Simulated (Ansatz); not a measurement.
**C₈H₁₆O₂: one species, many methods**

An exercise on one series of results from a longer session: the logs are not shown, and one member is left open.

Method: functionals in def2-TZVPP, the program's frozen cores in correlated methods; program: Ansatz 0.2.0, Gaussian basis.

Levels to be run: LDA (SPW92), PBE-D4, revPBE-D4, BLYP-D4, r2SCAN-D4, B97M-V, PBE0-D4, B3LYP-D4, r2SCANh-D4, r2SCAN0-D4, HSE06-D4, BHLYP-D4, CAM-B3LYP-D4, LC-ωPBE, ωB97X-V, ωB97M-V, B2PLYP, PBE-QIDH; CCSD(T)/def2-SVP; CCSD(T)/def2-TZVPP; MP2/def2-QZVPP; extrapolation to the limit; RPA on PBE.

### Structure used throughout

An earlier PBE0-D4 in a triple-zeta def2 set relaxation fixed the geometry.

SMILES `CC(C)COC(=O)C(C)C`, 26 atoms, charge 0, spin multiplicity 1.

Atoms are counted from 1 here; the program's logs count them from 0.

Bond lengths: C1–C2 1.521 Å, C1–H11 1.091 Å, C1–H12 1.095 Å, C1–H13 1.093 Å, C2–C3 1.522 Å, C2–C4 1.513 Å, C2–H14 1.097 Å, C3–H15 1.094 Å, C3–H16 1.093 Å, C3–H17 1.092 Å, C4–O5 1.429 Å, C4–H18 1.094 Å, C4–H19 1.095 Å, O5–C6 1.339 Å, C6–O7 1.202 Å, C6–C8 1.511 Å, C8–C9 1.525 Å, C8–C10 1.525 Å and more. Angles: C2–C1–H11 111.4°, C2–C1–H12 110.6°, C2–C1–H13 110.9°, H11–C1–H12 108.0°, H11–C1–H13 108.1°, H12–C1–H13 107.7°, C1–C2–C3 111.4°, C1–C2–C4 111.5°, C1–C2–H14 108.6°, C3–C2–C4 109.2°, C3–C2–H14 108.5°, C4–C2–H14 107.4°, C2–C3–H15 110.9°, C2–C3–H16 111.7°, C2–C3–H17 110.8°, H15–C3–H16 107.8°, H15–C3–H17 107.6°, H16–C3–H17 107.9° and more.

Set-up of the first run:

Input file in.yaml:

```yaml
crystal:
  periodic: [false, false, false]
  atoms:
    - {symbol: C, position_ang: [-0.811813, -1.664148, -1.714216]}
    - {symbol: C, position_ang: [-0.105750, -0.374782, -2.104290]}
    - {symbol: C, position_ang: [-0.502346, 0.074574, -3.502787]}
    - {symbol: C, position_ang: [-0.397962, 0.737727, -1.121672]}
    - {symbol: O, position_ang: [0.091022, 0.351229, 0.163855]}
    - {symbol: C, position_ang: [-0.143481, 1.208044, 1.165785]}
    - {symbol: O, position_ang: [-0.726409, 2.249726, 1.020573]}
    - {symbol: C, position_ang: [0.409658, 0.698561, 2.475936]}
    - {symbol: C, position_ang: [1.924009, 0.537683, 2.402400]}
    - {symbol: C, position_ang: [-0.272788, -0.603261, 2.881914]}
    - {symbol: H, position_ang: [-0.524257, -1.988569, -0.712958]}
    - {symbol: H, position_ang: [-1.897912, -1.526802, -1.725969]}
    - {symbol: H, position_ang: [-0.570743, -2.467499, -2.414301]}
    - {symbol: H, position_ang: [0.976958, -0.550326, -2.088273]}
    - {symbol: H, position_ang: [-1.576067, 0.279313, -3.557027]}
    - {symbol: H, position_ang: [0.027151, 0.982996, -3.800903]}
    - {symbol: H, position_ang: [-0.277472, -0.701527, -4.237389]}
    - {symbol: H, position_ang: [0.086342, 1.672088, -1.418683]}
    - {symbol: H, position_ang: [-1.473052, 0.932584, -1.051927]}
    - {symbol: H, position_ang: [0.163968, 1.476218, 3.202757]}
    - {symbol: H, position_ang: [2.412595, 1.471805, 2.116419]}
    - {symbol: H, position_ang: [2.197495, -0.228466, 1.674403]}
    - {symbol: H, position_ang: [2.315126, 0.237545, 3.377256]}
    - {symbol: H, position_ang: [-1.357597, -0.487435, 2.934902]}
    - {symbol: H, position_ang: [0.081136, -0.919043, 3.865982]}
    - {symbol: H, position_ang: [-0.047812, -1.398241, 2.168202]}
basis:
  gaussian: {orbitals: def2-TZVPP}
hamiltonian: {xc: lda}
output: {orbitals: {seedname: orbitals}}
```

Launch:

```sh
$ ansatz run in.yaml --threads 4 --pin off --events-out ev --progress --plain --max-ram 63488MiB --backend cuda --devices 0, --max-vram 37GiB
```

Among the steps run: LDA; PBE-D4 (GGA); revPBE-D4 (GGA); BLYP-D4 (GGA); r2SCAN-D4 (meta-GGA); B97M-V (meta-GGA); PBE0-D4 (hybrid); B3LYP-D4 (hybrid); r2SCANh-D4 (hybrid); r2SCAN0-D4 (hybrid); HSE06-D4 (hybrid); BHLYP-D4 (hybrid); CAM-B3LYP-D4 (range-separated); LC-ωPBE (range-separated); ωB97X-V (range-separated); ωB97M-V (range-separated); B2PLYP (double hybrid); PBE-QIDH (double hybrid).

One table of the session follows, with a row left open; its other results are not shown here.

It belongs to the step «Frontier levels by functional». 

```
  functional  HOMO (eV)  LUMO (eV)  gap (eV)
 LDA (SPW92)      -6.25      -0.94      5.30
      PBE-D4      -6.03      -0.65      5.38
   revPBE-D4      -5.94      -0.54      5.40
     BLYP-D4      -5.94      -0.54      5.40
   r2SCAN-D4      -6.35      -0.39      5.96
      B97M-V      -6.52      -0.30      6.23
     PBE0-D4      -7.67       0.51      8.17
    B3LYP-D4      -7.42       0.22      7.64
  r2SCANh-D4      -6.97       0.04      7.00
  r2SCAN0-D4      -7.90       0.66      8.57
    HSE06-D4      -7.26       0.12      7.38
    BHLYP-D4      -9.26       1.57     10.84
CAM-B3LYP-D4          ?          ?         ?
     LC-ωPBE     -10.46       2.98     13.44
     ωB97X-V     -10.15       2.79     12.93
     ωB97M-V     -10.10       2.37     12.47
```

Q: Estimate the row for CAM-B3LYP-D4 from the others.

**Answer.** HOMO (eV): -9.16; LUMO (eV): 1.70; gap (eV): 10.86. In the column «HOMO (eV)» it lies between BHLYP-D4 (-9.26) and r2SCAN0-D4 (-7.90).
